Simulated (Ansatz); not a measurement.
**GeH₂ (singlet): the correlation ladder at angle H2–Ge1–H3 = 141.9°, cc-pVDZ**

The task here is to estimate one member of a computed series from the others.

The runs use Ansatz 0.2.0, Gaussian basis; cc-pVDZ, core rule «outside noble gas», up to 14 orbitals frozen.

To be run: UHF; CCSD(T) on RHF; CCSD(T) on UHF; BCCD(T) on RHF; CISD; CCSDT(Q) on RHF; CCSDT(Q) on UHF; CCSDTQ on RHF; CASSCF and MRCISD+Q, 2 electrons in 2 orbitals; CASSCF and NEVPT2, 2 electrons in 2 orbitals; CASSCF and MRCISD+Q, 6 electrons in 6 orbitals; CASSCF and NEVPT2, 6 electrons in 6 orbitals; Full CI.

20 further runs of the same task are left out: 2 for a mislabelled method, 13 that didn't finish, 5 set aside as unsound or not needed.

## The geometry

The geometry derives from a PBE0/def2-TZVP stationary point (not a proven minimum). One angle is set to the value named; bond lengths are kept. No spin-orbit coupling is included. The filled d shell of Ge may be among the frozen orbitals whatever the setting's name suggests; the logs give the count.

3 atoms, charge 0, spin multiplicity 1.

Atoms are counted from 1 here; the program's logs count them from 0.

Bond lengths: Ge1–H2 1.594 Å, Ge1–H3 1.594 Å. Angles: H2–Ge1–H3 141.9°.

Set-up of the first run:

File in.yaml:

```yaml
crystal:
  periodic: [false, false, false]
  atoms:
    - {symbol: Ge, position_ang: [0.000000, -0.014049, 0.000000]}
    - {symbol: H, position_ang: [0.000000, 0.506252, -1.506780]}
    - {symbol: H, position_ang: [0.000000, 0.506244, 1.506783]}
basis:
  gaussian: {orbitals: cc-pVDZ}
magnetization: {spin_polarized: true, initial_magnetization: 0}
hamiltonian: {xc: hf}
output: {orbitals: {seedname: orbitals}}
```

Started as:

```bash
$ ansatz run in.yaml --threads 1 --pin off --events-out ev --progress --plain --max-ram 2393MiB
```

Steps of the session up to this table: UHF; CCSD(T) on RHF; CCSD(T) on UHF; BCCD(T) on RHF; CISD; CCSDT(Q) on RHF; CCSDT(Q) on UHF; CCSDTQ on RHF; CASSCF and MRCISD+Q, 2 electrons in 2 orbitals; CASSCF and NEVPT2, 2 electrons in 2 orbitals; CASSCF and MRCISD+Q, 6 electrons in 6 orbitals; CASSCF and NEVPT2, 6 electrons in 6 orbitals; Full CI.

One table of the session follows, with a row left open; its other results are not shown here.

It belongs to the step «Misses and costs». 

```
          method  from FCI (meV)
             RHF         +3191.2
            RMP2          +873.8
            CISD          +246.4
           RCCSD           +96.1
        RCCSD(T)           +26.2
         BCCD(T)           +26.4
          RCCSDT            +4.6
       RCCSDT(Q)               ?
         RCCSDTQ            +0.1
     CASSCF pair         +2666.1
     NEVPT2 pair          +756.1
  CASSCF valence         +1659.0
  NEVPT2 valence          +525.6
  MRCISD valence           +64.1
MRCISD+Q valence            +4.8
             FCI               0
```

Q: Estimate the row for RCCSDT(Q) from the others.

The run gave: from FCI (meV): +1.0. In the column «from FCI (meV)» it lies between RCCSDTQ (+0.1) and RCCSDT (+4.6).

Not comparable, so not listed: CASSCF and MRCISD+Q, 2 electrons in 2 orbitals (they don't share determinant, frozen orbitals or solution with the rows shown, or repeat one).

To keep in mind: Left out of the table: UHF, UMP2, UCCSD, UCCSD(T), UCCSDT, UCCSDT(Q) (another determinant or state than the rows shown). Warnings in the runs' records: passed over end.
